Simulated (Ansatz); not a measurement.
What does this script print? It uses Ansatz 0.2.0, Python API.

`barh2_scf.py`
```python
"""SCF run for BaRh2."""

from pathlib import Path
import warnings

import ansatz as az
import numpy as np

warnings.simplefilter("ignore", az.DeckWarning)

system = (
    az.Lattice.from_parameters(5.596616, 5.596616, 5.596616, alpha=60.0, beta=60.0, gamma=60.0)
    .atom("Ba", (0.5, 0.5, 0.5))
    .atom("Ba", (0.75, 0.75, 0.75))
    .atom("Rh", (0.125, 0.125, 0.625))
    .atom("Rh", (0.125, 0.625, 0.125))
    .atom("Rh", (0.125, 0.125, 0.125))
    .atom("Rh", (0.625, 0.125, 0.125))
)

# functional, basis and sampling
job = system.calculation()
job = job.kpoints(5, 5, 5)
job = job.occupations("fermi_dirac", width=0.05).basis(550)
job = job.functional(az.Functional.R2SCAN, dispersion="D3(BJ)")
job = job.compute(density=True, stress=True, potential=True, electron_localization_function=True, output_files={"volumetric_format": "npy"})
done = job.run()
r = done.report

n_atoms = len(r["lattice"]["sites"])
print("F =", round(r["free_energy_ev"], 4), "eV for", n_atoms, "atoms")
print("E(sigma -> 0) =", round(r["energy_sigma0_ev"], 4), "eV, TS =", round(r["entropy_ts_ev"], 5), "eV")
print("closed by", r["closed_by"], "after", r["n_iterations"], "iterations")

rho = done.density()
total = sum(ch.density_e_per_ang3 for ch in rho.channels[:2]) if len(rho.channels) < 3 else rho.channels[0].density_e_per_ang3
print("grid", rho.dims, "electrons", round(float(total.mean() * rho.cell_volume_ang3), 4))
profile = total.mean(axis=(0, 1))
print("planar average along grid axis 2 (e/A^3):")
print(np.array2string(profile[:: max(len(profile) // 16, 1)], precision=4))

terms = r["components"]
print({name: round(terms[name], 3) for name in ("e_kinetic", "e_hartree", "e_xc", "e_local", "e_nonlocal")})

# the stress is positive in compression
print("pressure by term (GPa)")
for term, tensor in r["stress_terms_gpa"].items():
    print(f"  {term:28s} {np.trace(np.array(tensor)) / 3:12.3f}")
print(f"  {'total':28s} {np.trace(np.array(r['stress_gpa'])) / 3:12.3f}")

folder = Path(done.write_results("fields"))
for name in sorted(p.name for p in folder.glob("*.npy")):
    field = np.load(folder / name)
    print(f"{name:16s} {str(field.shape):16s} min {field.min():10.4f}  mean {field.mean():10.4f}  max {field.max():10.4f}")
```

```console
$ python barh2_scf.py
F = -37592.3862 eV for 6 atoms
E(sigma -> 0) = -37592.3563 eV, TS = 0.0598 eV
closed by deck_thresholds after 9 iterations
grid (45, 45, 45) electrons 88.0
planar average along grid axis 2 (e/A^3):
[0.7309 1.2137 1.6362 1.7511 1.5042 1.0234 0.5882 0.3633 0.3073 0.306
 0.3341 0.4307 0.6066 0.808  0.9195 0.8302 0.6321 0.4489 0.3415 0.3076
 0.3053 0.35   0.5475]
{'e_kinetic': 2637.928, 'e_hartree': 3669.177, 'e_xc': -1181.204, 'e_local': -9633.473, 'e_nonlocal': 1546.498}
pressure by term (GPa)
  kinetic                          2273.110
  hartree                          1580.870
  ewald                           -4180.243
  local_pseudopotential             534.210
  nonlocal_pseudopotential          -89.540
  augmentation                      351.671
  nlcc                             -185.742
  hubbard                             0.000
  exx                                 0.000
  electric_field                      0.000
  mag_constraint                      0.000
  xc                               -286.510
  dispersion                         -1.847
  external_charges                    0.000
  augmentation_tail                  -0.003
  scf_correction                     -0.002
  pulay_correction                    0.013
  total                              -4.013
elf.npy          (45, 45, 45)     min     0.0000  mean     0.3142  max     0.8896
rho.npy          (45, 45, 45)     min     0.0803  mean     0.7099  max    14.8259
v_es.npy         (45, 45, 45)     min   -83.3299  mean     7.0393  max    18.4755
v_tot.npy        (45, 45, 45)     min  -119.3511  mean    -5.3392  max    10.6983
```

Total energies depend on the potentials; only differences at equal settings carry meaning. A total without «per atom» is that of the cell as typed. Spin is left out of this run. The dispersion term runs with damping parameters of another functional. The energy terms are those on the plane-wave grid, with the one-centre PAW part apart; the terms shown are only some of the summands, so they needn't add up to F. Dispersion corrections can be off by several per cent in the lattices of metals, and by several GPa in the pressure at a fixed cell. The mesh is modest for a metal, so energies can be off by several to tens of meV an atom and pressures by half a GPa or more; differences at equal mesh fare better. Pressure is positive in compression. Grid values close to the nuclei reflect the PAW or pseudopotential construction, not the all-electron fields. This cell is a computed structure, which may not be the phase found in nature. The script silences the warnings on its input, which a real study should read.

(Lines on the test bed's own set-up are left out of the output.)
